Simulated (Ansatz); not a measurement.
# CH₄Ge+ (doublet): from Hartree-Fock to the top rungs, cc-pVDZ

An exercise on one series of results from a longer session: the logs are not shown, and one member is left open.

The runs use Ansatz 0.2.0, Gaussian basis; cc-pVDZ, core rule «outside noble gas», up to 15 orbitals frozen.

Plan: UHF; CCSD(T) on ROHF; CCSD(T) on UHF; BCCD(T) on ROHF; CISD; CCSDT(Q) on ROHF; CCSDT(Q) on UHF; CASSCF and MRCISD+Q, 9 electrons in 9 orbitals; CASSCF and NEVPT2, 9 electrons in 9 orbitals.

16 further runs of the same task are left out: 5 that didn't finish, 11 set aside as unsound or not needed.

### The system

The geometry is a PBE0/def2-TZVP stationary point (not a proven minimum) of the parent state, kept for this charge and spin. No spin-orbit coupling is included. The filled d shell of Ge may be among the frozen orbitals whatever the setting's name suggests; the logs give the count.

6 atoms, charge 1, spin multiplicity 2.

Atoms are counted from 1 here; the program's logs count them from 0.

Bond lengths: Ge1–C2 1.900 Å, Ge1–H3 1.541 Å, Ge1–H4 1.538 Å, Ge1–H5 1.538 Å, C2–H6 1.082 Å. Angles: C2–Ge1–H3 109.8°, C2–Ge1–H4 109.6°, C2–Ge1–H5 109.6°, H3–Ge1–H4 109.4°, H3–Ge1–H5 109.4°, H4–Ge1–H5 109.0°, Ge1–C2–H6 147.0°.

Set-up of the first run:

in.yaml

```yaml
crystal:
  periodic: [false, false, false]
  atoms:
    - {symbol: Ge, position_ang: [0.000000, 0.010692, 0.271396]}
    - {symbol: C, position_ang: [0.000000, -0.110084, -1.624423]}
    - {symbol: H, position_ang: [0.000001, 1.490409, 0.700986]}
    - {symbol: H, position_ang: [1.251558, -0.684470, 0.832348]}
    - {symbol: H, position_ang: [-1.251558, -0.684469, 0.832348]}
    - {symbol: H, position_ang: [0.000000, 0.419749, -2.567788]}
basis:
  gaussian: {orbitals: cc-pVDZ}
total_charge: 1
magnetization: {spin_polarized: true, initial_magnetization: 1}
hamiltonian: {xc: hf}
output: {orbitals: {seedname: orbitals}}
```

Started as:

```
> ansatz run in.yaml --threads 1 --pin off --events-out ev --progress --plain --max-ram 2393MiB
```

Among the steps run: UHF; CCSD(T) on ROHF; CCSD(T) on UHF; BCCD(T) on ROHF; CISD; CCSDT(Q) on ROHF; CCSDT(Q) on UHF; CASSCF and MRCISD+Q, 9 electrons in 9 orbitals; CASSCF and NEVPT2, 9 electrons in 9 orbitals.

One of the session's tables, all rows but one given; the rest of the session is left out.

| method | from UCCSDT(Q) (kcal/mol) |
| --- | --- |
| ROHF | +143.30 |
| UHF | +140.85 |
| RMP2 | +33.76 |
| UMP2 | +33.56 |
| RCCSD | ? |
| UCCSD | +4.87 |
| RCCSD(T) | +1.23 |
| UCCSD(T) | +1.22 |
| BCCD(T) | +1.24 |
| RCCSDT | +0.22 |
| UCCSDT | +0.21 |
| RCCSDT(Q) | +0.08 |
| UCCSDT(Q) | 0 |

**Question.** Estimate the row for RCCSD.

As computed: from UCCSDT(Q) (kcal/mol): +4.90. In the column «from UCCSDT(Q) (kcal/mol)» it lies between UCCSD (+4.87) and UMP2 (+33.56).

Not comparable, so not listed: CISD (they don't share determinant, frozen orbitals or solution with the rows shown, or repeat one).

Caveats from the session: Left out of the table: CASSCF frontier, NEVPT2 frontier, MRCISD frontier, MRCISD+Q frontier (the active space lost an orbital or holds another state than full CI finds). Restricted and unrestricted rows rest on different reference determinants; where their highest levels disagree by more than a few hundredths of an eV, they describe different states and don't form one ladder. Warnings in the runs' records: passed over end.
